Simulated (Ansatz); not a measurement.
# C₂H₈FHfN: vertical ionisation energy

The task here is to estimate one member of a computed series from the others.

Computed with Ansatz 0.2.0, Gaussian basis. Level: unrestricted cation, the program's frozen cores in correlated methods.

The runs, in order: UKS PBE-D4/def2-TZVPP; UKS r2SCAN-D4/def2-TZVPP; UKS PBE0-D4/def2-TZVPP; UKS B3LYP-D4/def2-TZVPP; UKS wB97X-V/def2-TZVPP; UKS wB97M-V/def2-TZVPP; UKS B2PLYP/def2-TZVPP; UHF-CCSD(T)/def2-TZVPP; UHF-MP2/def2-QZVPP; extrapolation to the limit; then −ε(HOMO) from the neutral's earlier runs with LDA (SPW92), PBE-D4, revPBE-D4, BLYP-D4, r2SCAN-D4, B97M-V, PBE0-D4, B3LYP-D4, r2SCANh-D4, r2SCAN0-D4, HSE06-D4, BHLYP-D4, CAM-B3LYP-D4, LC-ωPBE, ωB97X-V, ωB97M-V.

### The relaxed structure

The geometry comes from an earlier relaxation with PBE0-D4 in a triple-zeta def2 set; it is a stationary point, not always the lowest conformer. Hf takes the def2 core potential; no spin-orbit term is included.

SMILES `[CH3][Hf]([CH3])([NH2])[F]`, 13 atoms, charge 0, spin multiplicity 1.

Atoms are counted from 1 here; the program's logs count them from 0.

Bond lengths: C1–Hf2 2.223 Å, C1–H6 1.096 Å, C1–H7 1.097 Å, C1–H8 1.097 Å, Hf2–C3 2.223 Å, Hf2–N4 2.025 Å, Hf2–F5 1.912 Å, C3–H9 1.096 Å, C3–H10 1.097 Å, C3–H11 1.098 Å, N4–H12 1.012 Å, N4–H13 1.011 Å. Angles: Hf2–C1–H6 112.8°, Hf2–C1–H7 110.9°, Hf2–C1–H8 111.5°, H6–C1–H7 107.2°, H6–C1–H8 107.0°, H7–C1–H8 107.1°, C1–Hf2–C3 104.2°, C1–Hf2–N4 108.2°, C1–Hf2–F5 111.3°, C3–Hf2–N4 108.2°, C3–Hf2–F5 111.2°, N4–Hf2–F5 113.3°, Hf2–C3–H9 112.8°, Hf2–C3–H10 111.5°, Hf2–C3–H11 110.9°, H9–C3–H10 107.1°, H9–C3–H11 107.2°, H10–C3–H11 107.1° and more.

The first run:

The input, in.yaml:

```yaml
crystal:
  periodic: [false, false, false]
  atoms:
    - {symbol: C, position_ang: [-1.723767, 0.145727, -0.903268]}
    - {symbol: Hf, position_ang: [0.293844, 0.620398, -0.099785]}
    - {symbol: C, position_ang: [1.440405, -1.266375, -0.359336]}
    - {symbol: N, position_ang: [0.114941, 0.983762, 1.884023]}
    - {symbol: F, position_ang: [1.103119, 2.060526, -1.062266]}
    - {symbol: H, position_ang: [-2.396098, 1.011282, -0.900698]}
    - {symbol: H, position_ang: [-1.658782, -0.212592, -1.938556]}
    - {symbol: H, position_ang: [-2.213161, -0.643331, -0.319287]}
    - {symbol: H, position_ang: [2.489373, -1.170918, -0.056500]}
    - {symbol: H, position_ang: [1.008208, -2.083525, 0.231120]}
    - {symbol: H, position_ang: [1.432919, -1.588066, -1.408668]}
    - {symbol: H, position_ang: [-0.290186, 0.331877, 2.543415]}
    - {symbol: H, position_ang: [0.399166, 1.811236, 2.389808]}
basis:
  gaussian: {orbitals: def2-TZVPP}
total_charge: 1
magnetization: {spin_polarized: true, initial_magnetization: 1}
hamiltonian: {xc: pbe, dispersion: d4}
```

On the command line:

```
$ ansatz run in.yaml --threads 2 --pin off --events-out ev --progress --plain --max-ram 32768MiB --backend cpu
```

Steps of the session up to this table: Cation, UKS PBE-D4/def2-TZVPP; Cation, UKS r2SCAN-D4/def2-TZVPP; Cation, UKS PBE0-D4/def2-TZVPP; Cation, UKS B3LYP-D4/def2-TZVPP; Cation, UKS wB97X-V/def2-TZVPP; Cation, UKS wB97M-V/def2-TZVPP; Cation, UKS B2PLYP (frozen core)/def2-TZVPP; Cation, UHF-CCSD(T)/def2-TZVPP; Cation, UHF-MP2/def2-QZVPP.

One of the session's tables, all rows but one given; the rest of the session is left out.

It belongs to the step «Ionisation energies side by side». Orbital estimates, from the neutral's runs:

```
  functional  −ε(HOMO) (eV)
 LDA (SPW92)           6.11
      PBE-D4           5.97
   revPBE-D4           5.91
     BLYP-D4           5.85
   r2SCAN-D4           6.25
      B97M-V           6.33
     PBE0-D4           7.31
    B3LYP-D4           7.08
  r2SCANh-D4           6.75
  r2SCAN0-D4              ?
    HSE06-D4           6.90
    BHLYP-D4           8.56
CAM-B3LYP-D4           8.72
     LC-ωPBE          10.13
     ωB97X-V           9.76
     ωB97M-V           9.63
```

**Question.** Estimate the row for r2SCAN0-D4.

Worked estimate for «−ε(HOMO) (eV)». Against the share of exact exchange, r2SCAN-D4 (0, 6.25), r2SCANh-D4 (0.1, 6.75) give a slope of 5.00 per unit share; at 0.25 the line stands at 7.50.

**Answer.** −ε(HOMO) (eV): 7.50. In «−ε(HOMO) (eV)» the line misses by 0.00.
